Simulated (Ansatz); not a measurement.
# Ca3GeN: response to uniaxial strain along c

The task here is to estimate one member of a computed series from the others.

Program: Ansatz 0.2.0. Level of theory: DFT PBEsol, scalar-relativistic, plane waves, PAW. These are calculated values, not measurements.

2 further runs of the same task are left out: 2 set aside as unsound or not needed.

## The system as given

The structure is cubic, space group Pm-3m (No. 221). Conventional cell: a = 4.755 Å, b = 4.755 Å, c = 4.755 Å, α = 90.00°, β = 90.00°, γ = 90.00°. Ca (site symmetry 4/mmm) is surrounded by 2 N at 2.38 Å. Ge (site symmetry m-3m) is surrounded by 12 Ca at 3.36 Å. N (site symmetry m-3m) is surrounded by 6 Ca at 2.38 Å.

As a file:

```
CELL_PARAMETERS angstrom
4.75475 0.00000 0.00000
0.00000 4.75475 0.00000
0.00000 0.00000 4.75475
ATOMIC_POSITIONS crystal
Ca 0.00000 0.50000 0.50000
Ca 0.50000 0.00000 0.50000
Ca 0.50000 0.50000 0.00000
Ge 0.00000 0.00000 0.00000
N 0.50000 0.50000 0.50000
```

This cell was relaxed beforehand with the same method: volume 21.50 Å³/atom, gap on the mesh none (metal).

Set-up of the first run:

input.yaml

```yaml
crystal:
  lattice:
    - [4.7547520836, 0.0, 0.0]
    - [0.0, 4.7547520836, 0.0]
    - [0.0, 0.0, 4.7547520836]
  atoms:
    - { symbol: Ca, position: [0.0, 0.5, 0.5] }
    - { symbol: Ca, position: [0.5, 0.0, 0.5] }
    - { symbol: Ca, position: [0.5, 0.5, 0.0] }
    - { symbol: Ge, position: [0.0, 0.0, 0.0] }
    - { symbol: "N", position: [0.5, 0.5, 0.5] }
basis:
  ecutwfc: 420
kpoints:
  mp_grid: { grid: [8, 8, 8] }
hamiltonian:
  xc: pbesol
scf:
  occupations: { method: gaussian, width: 0.1 }
output:
  forces: true
  stress: true
  eigenvalues: true
```

Command:

```console
$ ansatz run input.yaml --threads 1 --pin off --max-ram 2560MiB --backend cpu --events-out ev --progress --plain --runs-dir out
```

Among the steps run: Zero strain; Strain -2.0 %; At +2.0 %; Strain -4.0 %; At +4.0 %; At -6.0 %; At +6.0 %.

One of the session's tables, all rows but one given; the rest of the session is left out.

It belongs to the step «Energy and stress against strain (a metal throughout)». Lengths are those of the vectors of the cell that was run; stresses in GPa:

```
strain (%)  ΔE (meV/atom)  a (Å)  b (Å)  c (Å)
      -6.0           26.3  4.834  4.834  4.469
      -4.0           11.0  4.806  4.806  4.565
      -2.0              ?      ?      ?      ?
      +0.0            0.0  4.755  4.755  4.755
      +2.0            2.3  4.734  4.734  4.850
      +4.0            8.8  4.714  4.714  4.945
      +6.0           19.1  4.698  4.698  5.040
```

**Question.** Estimate the row for strain (%) = -2.0.

Worked estimate for «ΔE (meV/atom)». A straight line through the neighbours (-4.0, 11.0) and (0.0, 0.0) gives 11.0 + (0.0 − 11.0) × (-2.0 + 4.0) / (0.0 + 4.0) = 5.5; a parabola fitted to 4 rows on both sides gives 2.6.

**Answer.** ΔE (meV/atom): 2.6; a (Å): 4.780; b (Å): 4.780; c (Å): 4.660. In «ΔE (meV/atom)» the line misses by +2.9 and the parabola by 0.0.

ΔE is over the unstrained cell. Stress in GPa, positive in compression, on the Cartesian axes of the input. 

Caveats from the session: The final runs have no spin polarisation, so a magnetic state may lie lower.
